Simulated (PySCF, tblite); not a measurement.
**C5H15BN2Si: geometry, infrared bands and NMR shifts**

Wanted: the infrared bands and NMR shifts of C5H15BN2Si (`CCC[Si@@H]1NBCCN1`), by calculation.

Programs: tblite 0.8.0 and PySCF 2.14.0, with density-fitted response routines of our own. Each step states its level of theory. These are calculated values for one molecule in the gas phase, unless marked as measured. Atoms are numbered from 0 throughout.

### Step 1. The molecule as given

24 atoms, charge 0, multiplicity 1; geometry from: force field or distance geometry start.

Bonds of the start (Å): C0–C1 1.53, C1–C2 1.50, C2–Si3 1.88, Si3–N4 1.79, N4–B5 1.50, B5–C6 1.57, C6–C7 1.51, C7–N8 1.45, N8–Si3 1.78, C0–H9 1.12, C0–H10 1.10, C0–H11 1.12, C1–H12 1.14, C1–H13 1.12, C2–H14 1.14, C2–H15 1.12, Si3–H16 1.46, N4–H17 1.04, B5–H18 1.20, C6–H19 1.11, C6–H20 1.12, C7–H21 1.11, C7–H22 1.11, N8–H23 1.05.

### Step 2. Optimising the geometry with GFN2-xTB

What the job is given:

```
{"job": {"kind": "relax", "xc": "GFN2-xTB", "basis": "xTB"}, "charge": 0, "multiplicity": 1}
C      3.081300    -0.661800    -0.284300
C      2.735500     0.796600    -0.002300
C      1.357900     0.974400     0.572500
Si     0.012400     0.379400    -0.595300
N     -1.346700     1.531700    -0.486600
B     -2.683800     0.897400    -0.255600
C     -2.950400    -0.613500     0.059200
C     -1.873700    -1.530300    -0.458500
N     -0.548300    -1.194600     0.016600
H      2.747300    -0.884600    -1.326900
H      4.171200    -0.761500    -0.185300
H      2.517400    -1.353900     0.385300
H      3.472400     1.226000     0.752700
H      2.775600     1.386900    -0.951900
H      1.187600     2.085400     0.765100
H      1.264400     0.452300     1.555400
H      0.504300     0.314500    -1.967400
H     -1.145000     2.302900     0.174000
H     -3.625400     1.636700    -0.209600
H     -3.895700    -0.881900    -0.446400
H     -3.142600    -0.799100     1.150800
H     -1.944100    -1.565100    -1.569400
H     -2.088400    -2.552600    -0.085000
H     -0.594800    -1.165400     1.067700
```

Started as:

```
$ OMP_NUM_THREADS=1 python probes_run.py task.json out
```

One launch serves the whole session: the jobs run in the order shown.

**Question.** This job is followed by: GFN2-xTB harmonic vibrations, gas phase; GIAO PBE0/pcSseg-1 NMR shielding, non-relativistic, gas phase. Predict these results of the whole session: strongest single infrared mode (GFN2-xTB); zero-point energy (GFN2-xTB); ¹³C shifts against TMS (PBE0/pcSseg-1); ¹H shifts against TMS (PBE0/pcSseg-1, means over atoms taken as alike); ²⁹Si shifts against TMS (PBE0/pcSseg-1); ¹⁵N shifts against NH3 (PBE0/pcSseg-1); ¹¹B shifts against BF3·OEt2 (PBE0/pcSseg-1); surface potential, 1st and 99th percentile.

**Answer**, as computed:

| quantity | value |
| --- | --- |
| strongest single infrared mode (GFN2-xTB) | 1370 cm⁻¹, 422 km/mol |
| zero-point energy (GFN2-xTB) | 127.4 kcal/mol |
| ¹³C shifts against TMS (PBE0/pcSseg-1) | 42.4, 26.5, 21.9, 21.0, 19.1 ppm |
| ¹H shifts against TMS (PBE0/pcSseg-1, means over atoms taken as alike) | 5.48, 5.27, 4.31, 3.22, 3.02, 1.70, 1.47, 1.06, 1.05, 0.95, 0.81, 0.71, 0.67 ppm |
| ²⁹Si shifts against TMS (PBE0/pcSseg-1) | -16.2 ppm |
| ¹⁵N shifts against NH3 (PBE0/pcSseg-1) | 137.4, 45.0 ppm |
| ¹¹B shifts against BF3·OEt2 (PBE0/pcSseg-1) | 45.5 ppm |
| surface potential, 1st and 99th percentile | -1.11 V and 1.46 V |

In words: Over 160 steps the energy fell by 1.150 eV; of the close pairs, N4–B5 changed most, 1.498 to 1.394 Å. No mode is imaginary among the 66: a minimum at this level. The strongest single mode, at 1370 cm⁻¹, is spread over several atoms, B5, N4, H21 among them. Unscaled tight-binding wavenumbers are off by several per cent, some by more. Its intensities can rank the bands wrongly. The most deshielded carbon is C7 (sp3 CH2 bonded to N), at 42.4 ppm: pulled downfield by the heteroatom. At PBE0/pcSseg-1: The widest tensor belongs to N4: span 208 ppm, with a paramagnetic part of -197 ppm.
